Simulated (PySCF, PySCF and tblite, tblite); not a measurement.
**C5H10BN: a path driven as rotation about a bond, and NMR exchange**

Aim: the barrier and rate of rotation about a bond in C5H10BN (`C=CBN(C)C=C`), and what it does to NMR lines.

Programs: PySCF 2.14.0 with density-fitted response routines of our own, and tblite 0.8.0. All values are computed, except where a source is named. Atoms count from 0 throughout.

### Step 1. The starting structure

17 atoms, charge 0, multiplicity 1; geometry from: force field or distance geometry start.

Bonds of the start (Å): B2–H10 1.18, B2–N3 1.54, C0–C1 1.35, C0–H7 1.09, C0–H8 1.08, C1–B2 1.57, C1–H9 1.08, C4–H11 1.11, C4–H12 1.11, C4–H13 1.10, C5–C6 1.33, C5–H14 1.09, C6–H15 1.09, C6–H16 1.08, N3–C4 1.47, N3–C5 1.44.

### Step 2. GFN2-xTB relaxation, start minimum

What the job is given:

```
{"job": {"xc": "GFN2-xTB", "basis": "xTB", "kind": "relax"}, "charge": 0, "multiplicity": 1}
C      3.327200     0.145400    -0.179900
C      2.059400    -0.301900    -0.226800
B      0.892000     0.505100     0.433900
N     -0.570700     0.016800     0.398500
C     -0.880600    -1.362300    -0.010400
C     -1.605900     0.953600     0.753800
C     -2.867600     0.824200     0.359100
H      3.572100     1.094000     0.308800
H      4.121400    -0.430200    -0.636400
H      1.858600    -1.249200    -0.711400
H      1.113700     1.578300     0.873600
H     -0.082300    -2.066100     0.296900
H     -0.999400    -1.393000    -1.111500
H     -1.807700    -1.721800     0.462400
H     -1.343500     1.848600     1.327500
H     -3.600700     1.572200     0.651800
H     -3.193000    -0.001800    -0.250600
```

Command:

```sh
$ OMP_NUM_THREADS=1 python ens_run.py task.json out
```

The driver reads the study from task.json and runs its stages one after another.

Standard output:

```text
step      E/eV     max force
  0    -541.61834    3.105
  1    -541.85953    1.091
  2    -541.94726    1.425
  3    -542.00098    0.718
  4    -542.04505    0.382
  5    -542.05945    0.332
  6    -542.08804    0.336
  7    -542.09686    0.345
  8    -542.10124    0.161
  9    -542.10329    0.128
 10    -542.10569    0.115
 11    -542.10815    0.107
 12    -542.10991    0.099
 13    -542.11102    0.081
 14    -542.11187    0.064
 15    -542.11270    0.076
 16    -542.11341    0.077
 17    -542.11398    0.057
 18    -542.11452    0.059
 19    -542.11515    0.069
 20    -542.11594    0.081
 21    -542.11691    0.099
 22    -542.11805    0.106
 23    -542.11939    0.111
 24    -542.12097    0.120
 25    -542.12276    0.122
 26    -542.12465    0.106
 27    -542.12652    0.097
 28    -542.12835    0.102
 29    -542.13036    0.111
 30    -542.13252    0.104
 31    -542.13434    0.095
 32    -542.13553    0.068
 33    -542.13656    0.079
 34    -542.13793    0.097
 35    -542.13914    0.105
 36    -542.14009    0.120
 37    -542.14117    0.095
 38    -542.14216    0.069
 39    -542.14304    0.082
 40    -542.14452    0.111
 41    -542.14579    0.096
 42    -542.14686    0.083
 43    -542.14778    0.082
 44    -542.14888    0.094
 45    -542.15012    0.095
 46    -542.15110    0.084
 47    -542.15102    0.124
 48    -542.15225    0.066
 49    -542.15272    0.059
 50    -542.15362    0.065
 51    -542.15411    0.047
 52    -542.15471    0.058
 53    -542.15529    0.067
 54    -542.15588    0.068
 55    -542.15637    0.084
 56    -542.15681    0.060
 57    -542.15728    0.049
 58    -542.15777    0.037
 59    -542.15804    0.030
 60    -542.15843    0.029
 61    -542.15859    0.025
 62    -542.15868    0.025
 63    -542.15875    0.021
 64    -542.15881    0.014
 65    -542.15887    0.014
 66    -542.15890    0.015
 67    -542.15893    0.015
 68    -542.15896    0.014
 69    -542.15901    0.014
 70    -542.15906    0.019
 71    -542.15910    0.019
 72    -542.15913    0.015
 73    -542.15916    0.012
 74    -542.15919    0.012
 75    -542.15922    0.012
 76    -542.15924    0.012
 77    -542.15927    0.011
 78    -542.15930    0.013
 79    -542.15933    0.014
 80    -542.15935    0.012
 81    -542.15937    0.011
 82    -542.15939    0.011
 83    -542.15941    0.009
 84    -542.15942    0.008
 85    -542.15943    0.006
 86    -542.15943    0.006
 87    -542.15944    0.006
 88    -542.15944    0.005
 89    -542.15945    0.007
 90    -542.15945    0.006
 91    -542.15946    0.005
 92    -542.15947    0.007
 93    -542.15948    0.008
 94    -542.15949    0.006
 95    -542.15950    0.006
 96    -542.15950    0.006
 97    -542.15951    0.006
 98    -542.15951    0.005
 99    -542.15952    0.005
100    -542.15952    0.005
101    -542.15952    0.005
102    -542.15953    0.005
103    -542.15953    0.002
```

It took 0.43 s on 1 thread of Arm Neoverse V2, shared host.

The energy fell by 0.541 eV, and the atoms moved 0.37 Å (root mean square).

### Step 3. Relaxed scan, rotation

What the job is given:

```
{"job": {"xc": "GFN2-xTB", "basis": "xTB", "coordinate": [["t", [6, 5, 3, 2], 0.25], ["t", [6, 5, 3, 4], 0.25], ["t", [14, 5, 3, 2], 0.25], ["t", [14, 5, 3, 4], 0.25]], "kind": "drive"}, "charge": 0, "multiplicity": 1}
C      3.309992     0.087745    -0.006693
C      2.058874    -0.364833    -0.040076
B      0.833834     0.524695     0.320274
N     -0.499452     0.098490     0.229059
C     -0.912618    -1.213740    -0.223706
C     -1.539340     0.949368     0.579574
C     -2.841446     0.687701     0.544885
H      3.530661     1.105625     0.272565
H      4.164237    -0.524911    -0.255355
H      1.937688    -1.403657    -0.332976
H      1.028549     1.621287     0.692024
H     -0.045113    -1.810599    -0.483922
H     -1.553412    -1.126942    -1.105123
H     -1.470715    -1.729693     0.562111
H     -1.200521     1.920187     0.911664
H     -3.546623     1.440880     0.846344
H     -3.261594    -0.249571     0.228609
```

Standard output:

```text
point  coordinate     E/eV
  0     14.700     -542.14132
  1     29.400     -542.08959
  2     44.200     -542.00684
  3     59.400     -541.92398
  4     74.800     -541.87616
  5     90.200     -541.87408
  6    105.500     -541.91201
  7    120.600     -541.97066
  8    135.400     -542.02195
  9    150.100     -542.04568
 10    164.900     -542.04195
 11    179.900     -542.02933
```

Run time: 1.9 s. Hardware: 1 thread of Arm Neoverse V2, shared host.

The highest point is number 5, 6.2 kcal/mol above the first.

### Step 4. Nudged elastic band, leg 1

Changed since step 3:

```diff
@@ -1,2 +1,2 @@
-{"job": {"xc": "GFN2-xTB", "basis": "xTB", "coordinate": [["t", [6, 5, 3, 2], 0.25], ["t", [6, 5, 3, 4], 0.25], ["t", [14, 5, 3, 2], 0.25], ["t", [14, 5, 3, 4], 0.25]], "kind": "drive"}, "charge": 0, "multiplicity": 1}
+{"job": {"xc": "GFN2-xTB", "basis": "xTB", "kind": "neb"}, "charge": 0, "multiplicity": 1}
 C      3.309992     0.087745    -0.006693
```

Standard output:

```text
image   E - E0 / eV
  0       0.0000
  1       0.0508
  2       0.1825
  3       0.2860
  4       0.2560
  5       0.1507
  6       0.1097
```

Run time: 1.3 s. Hardware: 1 thread of Arm Neoverse V2, shared host; peak memory 0.19 GiB.

The highest point is number 3, 6.6 kcal/mol above the first.

### Step 5. Saddle search, leg 1

What the job is given:

```
{"job": {"xc": "GFN2-xTB", "basis": "xTB", "kind": "saddle"}, "charge": 0, "multiplicity": 1}
C      3.231832     0.013725     0.109131
C      1.977593    -0.418919     0.027842
B      0.732564     0.509440     0.175666
N     -0.537645     0.114221    -0.219917
C     -0.887897    -1.133424    -0.871013
C     -1.657983     0.949695     0.020614
C     -2.545787     0.732817     0.972878
H      3.454873     1.057140     0.264705
H      4.087475    -0.639122     0.016153
H      1.842221    -1.485128    -0.128621
H      0.840252     1.577784     0.652044
H     -0.004554    -1.572051    -1.327737
H     -1.627642    -0.948259    -1.654282
H     -1.314496    -1.850012    -0.162535
H     -1.748169     1.803527    -0.643863
H     -3.385698     1.388648     1.118930
H     -2.456939    -0.100082     1.650007
```

Standard output:

```text
step      E/eV     max force
  0    -541.87354   0.0284
  1    -541.87199   0.1115
  2    -541.87327   0.0437
  3    -541.87335   0.0270
  4    -541.87358   0.0650
  5    -541.87341   0.0167
  6    -541.87350   0.0143
  7    -541.87377   0.0274
  8    -541.87408   0.0643
  9    -541.87413   0.0191
 10    -541.87458   0.0157
 11    -541.87534   0.0137
 12    -541.87618   0.0330
 13    -541.87575   0.0093
 14    -541.87624   0.0124
 15    -541.87666   0.0153
 16    -541.87700   0.0107
 17    -541.87733   0.0210
 18    -541.87753   0.0287
 19    -541.87764   0.0309
 20    -541.87754   0.0527
 21    -541.87774   0.0058
 22    -541.87777   0.0014
lowest wavenumbers (cm-1): -130.8 40.5 99.0 136.7 172.3 262.8
```

It took 3.9 s on 1 thread of Arm Neoverse V2, shared host; peak memory 0.19 GiB.

Point group C1; 1 imaginary mode, 131i cm⁻¹, carried by C6, H16, H14, C5. Steps downhill from it reached both ends.

### Step 6. Saddle search, other pyramid

What the job is given:

```
{"job": {"xc": "GFN2-xTB", "basis": "xTB", "kind": "saddle"}, "charge": 0, "multiplicity": 1}
C      0.311168    -3.346053    -1.665635
C      0.473505    -2.144634    -1.119954
B     -0.713390    -1.177078    -0.824594
N     -0.552781     0.071113    -0.240094
C      0.679179     0.684372     0.210070
C     -1.676209     0.906640    -0.002605
C     -2.464098     0.785147     1.048535
H     -0.667554    -3.712804    -1.931469
H      1.133383    -4.016178    -1.871892
H      1.495057    -1.858649    -0.886012
H     -1.809395    -1.496504    -1.103427
H      1.515310     0.011320     0.048181
H      0.618523     0.919185     1.277904
H      0.864584     1.616913    -0.331385
H     -1.862493     1.661009    -0.761543
H     -3.312536     1.429372     1.196484
H     -2.279411     0.042039     1.806378
```

Standard output:

```text
step      E/eV     max force
  0    -541.88996   0.1262
  1    -541.88631   0.1177
  2    -541.87866   0.2220
  3    -541.88365   0.0237
  4    -541.88044   0.0479
  5    -541.87813   0.0435
  6    -541.87756   0.0535
  7    -541.87774   0.0201
  8    -541.87774   0.0081
  9    -541.87776   0.0055
 10    -541.87777   0.0094
 11    -541.87777   0.0000
lowest wavenumbers (cm-1): -130.6 39.9 99.9 137.2 172.5 262.9
```

It took 3 s on 1 thread of Arm Neoverse V2, shared host; peak memory 0.19 GiB.

Point group C1; 1 imaginary mode, 131i cm⁻¹, carried by C6, H16, H14, C5. It was not shown to link both ends.

### Step 7. Shieldings, start: revPBE/pcSseg-1

What the job is given:

```
{"job": {"kind": "nmr", "xc": "revPBE", "basis": "pcSseg-1", "pop": false}, "charge": 0, "multiplicity": 1}
C      3.309992     0.087745    -0.006693
C      2.058874    -0.364833    -0.040076
B      0.833834     0.524695     0.320274
N     -0.499452     0.098490     0.229059
C     -0.912618    -1.213740    -0.223706
C     -1.539340     0.949368     0.579574
C     -2.841446     0.687701     0.544885
H      3.530661     1.105625     0.272565
H      4.164237    -0.524911    -0.255355
H      1.937688    -1.403657    -0.332976
H      1.028549     1.621287     0.692024
H     -0.045113    -1.810599    -0.483922
H     -1.553412    -1.126942    -1.105123
H     -1.470715    -1.729693     0.562111
H     -1.200521     1.920187     0.911664
H     -3.546623     1.440880     0.846344
H     -3.261594    -0.249571     0.228609
```

Standard output:

```text
coarse grid: 13784 points
cycle   1  E = -275.8897306418  dE =  5.642e-01  |g| = 5.712e-01  |ddm| = 3.623e+00
cycle   2  E = -275.8096722957  dE =  8.006e-02  |g| = 7.831e-01  |ddm| = 1.305e+00
cycle   3  E = -275.9756533560  dE = -1.660e-01  |g| = 1.775e-01  |ddm| = 8.442e-01
cycle   4  E = -275.9836838957  dE = -8.031e-03  |g| = 4.654e-02  |ddm| = 1.783e-01
cycle   5  E = -275.9842306333  dE = -5.467e-04  |g| = 1.291e-02  |ddm| = 4.727e-02
cycle   6  E = -275.9842706673  dE = -4.003e-05  |g| = 4.071e-03  |ddm| = 1.286e-02
cycle   7  E = -275.9842731968  dE = -2.530e-06  |g| = 2.342e-03  |ddm| = 3.863e-03
final grid: 131960 points
cycle   8  E = -276.0269991014  dE = -6.219e-05  |g| = 1.394e-02  |ddm| = 5.029e-02
cycle   9  E = -276.0269211046  dE =  7.800e-05  |g| = 2.206e-02  |ddm| = 2.880e-02
cycle  10  E = -276.0270402226  dE = -1.191e-04  |g| = 6.268e-03  |ddm| = 1.876e-02
cycle  11  E = -276.0270515688  dE = -1.135e-05  |g| = 7.050e-04  |ddm| = 5.809e-03
cycle  12  E = -276.0270516817  dE = -1.130e-07  |g| = 2.465e-04  |ddm| = 7.014e-04
cycle  13  E = -276.0270516946  dE = -1.284e-08  |g| = 1.142e-04  |ddm| = 2.430e-04
cycle  14  E = -276.0270516975  dE = -2.941e-09  |g| = 2.902e-05  |ddm| = 1.070e-04
cycle  15  E = -276.0270516977  dE = -2.051e-10  |g| = 1.112e-05  |ddm| = 3.581e-05
converged SCF energy = -276.0270516977

GIAO shielding tensors (ppm)
atom      isotropic    diamagn.    paramagn.     s11        s22        s33       span
  0 C       36.437     251.629    -215.192    -80.543     34.243    155.612    236.155
  1 C       40.772     259.608    -218.836    -76.355     25.429    173.242    249.596
  2 B       60.332     197.419    -137.087     39.303     47.057     94.637     55.333
  3 N       91.601     325.791    -234.189    -21.111     84.400    211.515    232.626
  4 C      147.917     249.118    -101.200    125.200    143.836    174.716     49.517
  5 C       33.422     249.675    -216.253    -65.917     53.271    112.914    178.831
  6 C       90.183     254.261    -164.078      7.896     93.482    169.172    161.276
  7 H       25.351      31.320      -5.969     21.904     25.287     28.863      6.960
  8 H       25.156      28.759      -3.604     22.011     25.098     28.358      6.348
  9 H       24.836      33.991      -9.155     20.577     24.132     29.800      9.224
 10 H       26.800      34.494      -7.694     25.226     25.613     29.562      4.336
 11 H       27.792      32.891      -5.099     22.665     28.677     32.033      9.368
 12 H       28.895      31.724      -2.829     25.607     26.777     34.300      8.692
 13 H       28.884      31.174      -2.290     25.595     26.728     34.330      8.735
 14 H       24.702      31.747      -7.045     21.784     24.010     28.313      6.528
 15 H       27.340      28.319      -0.979     25.811     26.353     29.855      4.044
 16 H       27.382      32.334      -4.952     25.163     25.524     31.458      6.295
```

Wall time 23 s (1 thread of Arm Neoverse V2, shared host); peak memory 0.58 GiB.

This run: HOMO -5.47 eV, LUMO -1.89 eV; dipole 1.20 D.

### Step 8. Shieldings, saddle of leg 1: revPBE/pcSseg-1

What the job is given:

```
{"job": {"kind": "nmr", "xc": "revPBE", "basis": "pcSseg-1", "pop": false}, "charge": 0, "multiplicity": 1}
C      3.223024     0.037558     0.204619
C      2.001059    -0.375784    -0.117060
B      0.723433     0.489597     0.108572
N     -0.552781     0.071113    -0.240094
C     -0.932708    -1.175827    -0.870374
C     -1.676209     0.906640    -0.002605
C     -2.464098     0.785147     1.048535
H      3.388437     1.009192     0.642384
H      4.108395    -0.562298     0.049898
H      1.930053    -1.368719    -0.551945
H      0.818708     1.553294     0.598955
H     -0.052850    -1.779007    -1.071240
H     -1.449125    -0.981454    -1.816217
H     -1.610898    -1.741870    -0.224746
H     -1.862493     1.661009    -0.761543
H     -3.312536     1.429372     1.196484
H     -2.279411     0.042039     1.806378
```

Standard output:

```text
coarse grid: 13784 points
cycle   1  E = -275.8748080873  dE =  5.520e-01  |g| = 5.736e-01  |ddm| = 3.601e+00
cycle   2  E = -275.7959856167  dE =  7.882e-02  |g| = 7.786e-01  |ddm| = 1.381e+00
cycle   3  E = -275.9628695010  dE = -1.669e-01  |g| = 1.764e-01  |ddm| = 9.025e-01
cycle   4  E = -275.9707513680  dE = -7.882e-03  |g| = 4.803e-02  |ddm| = 1.642e-01
cycle   5  E = -275.9713134042  dE = -5.620e-04  |g| = 1.296e-02  |ddm| = 4.392e-02
cycle   6  E = -275.9713511562  dE = -3.775e-05  |g| = 5.054e-03  |ddm| = 1.328e-02
cycle   7  E = -275.9713549532  dE = -3.797e-06  |g| = 2.754e-03  |ddm| = 4.790e-03
final grid: 131960 points
cycle   8  E = -276.0142115108  dE = -4.455e-05  |g| = 1.358e-02  |ddm| = 3.935e-02
cycle   9  E = -276.0141315867  dE =  7.992e-05  |g| = 2.203e-02  |ddm| = 2.877e-02
cycle  10  E = -276.0142491954  dE = -1.176e-04  |g| = 6.689e-03  |ddm| = 1.931e-02
cycle  11  E = -276.0142616950  dE = -1.250e-05  |g| = 6.210e-04  |ddm| = 6.066e-03
cycle  12  E = -276.0142617798  dE = -8.474e-08  |g| = 2.499e-04  |ddm| = 6.340e-04
cycle  13  E = -276.0142617940  dE = -1.423e-08  |g| = 1.111e-04  |ddm| = 2.607e-04
cycle  14  E = -276.0142617972  dE = -3.177e-09  |g| = 2.091e-05  |ddm| = 1.004e-04
cycle  15  E = -276.0142617973  dE = -1.029e-10  |g| = 6.899e-06  |ddm| = 2.223e-05
converged SCF energy = -276.0142617973

GIAO shielding tensors (ppm)
atom      isotropic    diamagn.    paramagn.     s11        s22        s33       span
  0 C       39.533     251.900    -212.367    -77.057     39.888    155.768    232.825
  1 C       41.353     259.546    -218.193    -76.662     26.091    174.630    251.292
  2 B       65.754     198.616    -132.862     38.102     54.643    104.517     66.415
  3 N      107.490     325.331    -217.842      2.122    148.044    172.304    170.182
  4 C      140.179     247.250    -107.071    113.180    132.057    175.300     62.120
  5 C       28.863     251.782    -222.919    -86.099     52.531    120.155    206.254
  6 C       64.808     253.003    -188.194    -44.301     82.282    156.445    200.746
  7 H       25.505      31.652      -6.147     22.040     25.438     29.036      6.995
  8 H       25.286      28.858      -3.572     22.154     25.242     28.463      6.309
  9 H       24.968      33.960      -8.992     20.525     24.728     29.652      9.126
 10 H       27.082      34.274      -7.192     25.076     25.984     30.186      5.110
 11 H       27.778      32.225      -4.446     23.259     27.890     32.184      8.925
 12 H       28.825      29.586      -0.761     25.379     26.865     34.229      8.850
 13 H       28.912      30.779      -1.867     24.777     27.848     34.112      9.335
 14 H       24.605      30.209      -5.604     22.746     24.107     26.961      4.216
 15 H       26.457      28.421      -1.964     23.963     26.346     29.061      5.098
 16 H       26.480      32.440      -5.959     22.396     26.344     30.701      8.305
```

It took 23 s on 1 thread of Arm Neoverse V2, shared host; peak memory 0.59 GiB.

In short: HOMO -5.86 eV, LUMO -1.51 eV; dipole 1.73 D.

### Step 9. Shieldings, end: revPBE/pcSseg-1

What the job is given:

```
{"job": {"kind": "nmr", "xc": "revPBE", "basis": "pcSseg-1", "pop": false}, "charge": 0, "multiplicity": 1}
C      3.098985     0.037059     0.454952
C      1.894435    -0.467772     0.202801
B      0.571237     0.310557     0.471767
N     -0.660702    -0.065291    -0.077977
C     -0.824436    -1.107975    -1.073431
C     -1.865304     0.570003     0.227643
C     -2.167747     1.185802     1.361612
H      3.217853     1.035273     0.845421
H      4.014912    -0.507676     0.277372
H      1.872871    -1.481729    -0.186919
H      0.605572     1.267433     1.147016
H      0.140917    -1.513345    -1.358642
H     -1.306484    -0.707016    -1.970195
H     -1.447736    -1.918787    -0.684362
H     -2.608394     0.507314    -0.561540
H     -3.122615     1.662856     1.488039
H     -1.477945     1.246609     2.182927
```

Standard output:

```text
coarse grid: 13784 points
cycle   1  E = -275.8783456749  dE =  5.630e-01  |g| = 5.814e-01  |ddm| = 3.598e+00
cycle   2  E = -275.7832225062  dE =  9.512e-02  |g| = 8.183e-01  |ddm| = 1.397e+00
cycle   3  E = -275.9649496986  dE = -1.817e-01  |g| = 2.046e-01  |ddm| = 9.276e-01
cycle   4  E = -275.9759824573  dE = -1.103e-02  |g| = 4.193e-02  |ddm| = 1.896e-01
cycle   5  E = -275.9763769256  dE = -3.945e-04  |g| = 1.641e-02  |ddm| = 4.565e-02
cycle   6  E = -275.9764242336  dE = -4.731e-05  |g| = 8.308e-03  |ddm| = 1.663e-02
cycle   7  E = -275.9764389830  dE = -1.475e-05  |g| = 3.086e-03  |ddm| = 8.034e-03
cycle   8  E = -275.9764418326  dE = -2.850e-06  |g| = 4.748e-04  |ddm| = 3.059e-03
final grid: 131960 points
cycle   9  E = -276.0194929814  dE = -5.804e-05  |g| = 1.301e-02  |ddm| = 4.458e-02
cycle  10  E = -276.0194516021  dE =  4.138e-05  |g| = 1.786e-02  |ddm| = 2.956e-02
cycle  11  E = -276.0195357652  dE = -8.416e-05  |g| = 4.068e-03  |ddm| = 1.838e-02
cycle  12  E = -276.0195399674  dE = -4.202e-06  |g| = 6.197e-04  |ddm| = 3.434e-03
cycle  13  E = -276.0195400602  dE = -9.274e-08  |g| = 2.034e-04  |ddm| = 6.722e-04
cycle  14  E = -276.0195400720  dE = -1.185e-08  |g| = 5.805e-05  |ddm| = 2.412e-04
cycle  15  E = -276.0195400726  dE = -6.114e-10  |g| = 3.016e-05  |ddm| = 5.902e-05
converged SCF energy = -276.0195400726

GIAO shielding tensors (ppm)
atom      isotropic    diamagn.    paramagn.     s11        s22        s33       span
  0 C       38.222     252.331    -214.109    -78.268     36.655    156.278    234.546
  1 C       40.046     259.682    -219.636    -77.870     25.759    172.249    250.118
  2 B       64.188     198.751    -134.563     36.849     50.867    104.849     68.000
  3 N       99.486     324.581    -225.094    -21.940    122.820    197.579    219.519
  4 C      141.167     247.310    -106.143    119.174    126.567    177.761     58.588
  5 C       35.544     250.085    -214.541    -68.057     61.897    112.791    180.848
  6 C       81.749     254.170    -172.422    -11.642     93.419    163.469    175.110
  7 H       25.434      31.925      -6.491     21.881     25.419     29.000      7.119
  8 H       25.223      28.994      -3.771     22.090     25.220     28.359      6.269
  9 H       24.942      33.825      -8.883     20.594     24.642     29.590      8.996
 10 H       26.450      35.496      -9.046     24.435     25.103     29.810      5.375
 11 H       27.941      32.262      -4.321     23.100     28.753     31.969      8.869
 12 H       28.904      30.272      -1.368     25.590     27.116     34.005      8.415
 13 H       28.776      29.821      -1.045     25.424     26.533     34.372      8.948
 14 H       25.468      30.380      -4.911     23.337     23.992     29.076      5.739
 15 H       27.126      28.298      -1.172     25.172     26.150     30.055      4.883
 16 H       26.458      33.123      -6.666     23.869     25.416     30.087      6.218
```

It took 23 s on 1 thread of Arm Neoverse V2, shared host; peak memory 0.59 GiB.

In short: HOMO -5.39 eV, LUMO -1.86 eV; dipole 1.64 D.

[end of part 1 of 2]
